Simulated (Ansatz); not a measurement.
# Sn: the cost of one run

Program: Ansatz 0.2.0 through its Python package. Level of theory: DFT PBE, plane waves, PAW. These are calculated values, not measurements.

**1. The system**

It takes space group I4_1/amd (No. 141, tetragonal). Conventional cell: a = 5.839 Å, b = 5.839 Å, c = 3.188 Å, α = 90.00°, β = 90.00°, γ = 90.00°. Sn (site symmetry -4m2) has 6 Sn at 3.03 to 3.19 Å in its first shell of neighbours.

The script holds or builds the structure itself.

**2. The script**

File sn_analyse.py:

```python
"""One SCF of Sn and its post-processing."""

import ansatz as az
import matplotlib.pyplot as plt
import numpy as np
from pymatgen.core import Structure
from pymatgen.symmetry.analyzer import SpacegroupAnalyzer

FILLING = "fermi_dirac"
SMEARING_WIDTH = 0.1
CUTOFF = 510
XC = "pbe"

xtal = (
    az.Lattice.from_parameters(5.83928815, 5.83928815, 3.1876, alpha=90, beta=90, gamma=90)
    .space_group(141, hermann_mauguin="I41/amd", origin_choice=1)
    .atom("Sn", (0.0, 0.0, 0.0))
    .primitive()
)

calculation = (
    xtal.calculation()
    .occupations(FILLING, width=SMEARING_WIDTH)
    .basis(CUTOFF)
    .functional(XC)
    .kpoints(13)
    .cutoff_correction(756)
    .density_of_states(energy_step=0.1, projected=True)
)
planned = calculation.session().plan(threads=1)
facts = planned.describe()
print("plan:", facts["n_bands"], "bands,", len(facts["kpoints_frac"]), "k-points, plane waves", facts["n_pw_range"], "grid", facts["fft_dense"])
outcome = planned.execute()
summary = outcome.report

print("%-22s %14.5f eV" % ("F = E - TS", summary["free_energy_ev"]))
print("%-22s %14.5f eV" % ("E", summary["internal_energy_ev"]))
print("%-22s %14.5f eV" % ("Harris-Foulkes", summary["harris_foulkes_ev"]))
print("%-22s %14.5f eV" % ("Fermi level", summary["fermi_energy_ev"]))

# estimate of what a larger basis would gain, without a second SCF
estimate = summary.get("cutoff_correction")
if estimate:
    print("towards {} eV the energy would change by {:.2f} meV/atom".format(estimate["reference_ecutwfc_ev"], 1000 * estimate["energy_ev"] / len(outcome.lattice.sites)))

final = Structure(outcome.lattice.cell_ang, [s.symbol for s in outcome.lattice.sites], [s.position_frac for s in outcome.lattice.sites])
# count neighbours out to a fixed multiple of the shortest distance
for index, (site, neighbours) in enumerate(zip(final, final.get_all_neighbors(5.5))):
    first = min(n.nn_distance for n in neighbours)
    shell = [n for n in neighbours if n.nn_distance < 1.2 * first]
    mean = sum(n.nn_distance for n in shell) / len(shell)
    print(f"atom {index} {site.specie.symbol}: {len(shell)} neighbours within 1.2 of the shortest distance, mean {mean:.3f} A")

analyser = SpacegroupAnalyzer(final, symprec=0.01)
standard = analyser.get_conventional_standard_structure()
print(analyser.get_crystal_system(), analyser.get_space_group_symbol(), len(standard), "atoms in the conventional cell")
print("a b c (A):", [round(x, 4) for x in standard.lattice.abc], " angles:", [round(x, 2) for x in standard.lattice.angles])
print(f"mass density {float(final.density):.3f} g/cm^3")

dos = outcome.density_of_states()
energy = np.asarray(dos.energies_ev) - dos.fermi_ev
projected = outcome.projected_density_of_states()
fig, ax = plt.subplots(figsize=(5, 3.4))
for name in sorted({site.species for site in projected.sites}):
    curve = sum(np.sum(part.g_bin_mean_per_ev, axis=0) for site in projected.sites if site.species == name for shell in site.shells for part in shell.curves)
    ax.plot(energy, curve, label=name)
    window = (energy > -4) & (energy <= 0)
    print(f"{name}: {curve[window].sum() * (energy[1] - energy[0]):.3f} projected states in the 4 eV under E_F")
ax.set(xlim=(-8, 6), xlabel="E - E_F (eV)", ylabel="states/eV")
ax.legend()
fig.savefig("pdos.png", dpi=100)
```

**3. The calls as engine input**

The package turns the script's settings into the engine's input:

```yaml
crystal:
  lattice:
    a: 5.83928815
    b: 5.83928815
    c: 3.1876
    alpha: 90.0
    beta: 90.0
    gamma: 90.0
  space_group: 141
  setting:
    hermann_mauguin: I41/amd
    origin_choice: 1
  atoms:
    - { symbol: Sn, position: [0.0, 0.0, 0.0] }
  reduce_to_primitive: true
basis:
  ecutwfc: 510.0
kpoints:
  mp_grid:
    grid: [13, 13, 13]
hamiltonian:
  xc: pbe
scf:
  occupations:
    method: fermi_dirac
    width: 0.1
output:
  dos:
    de: 0.1
    projected: true
  cutoff_correction: 756.0
```

**4. Launch**

Run with:

```console
$ python sn_analyse.py
```

Q: Estimate wall time and peak memory on 1 thread of Intel Xeon 6975P-C (Granite Rapids), shared host.

About 8.3 s, with a peak of 0.63 GiB.
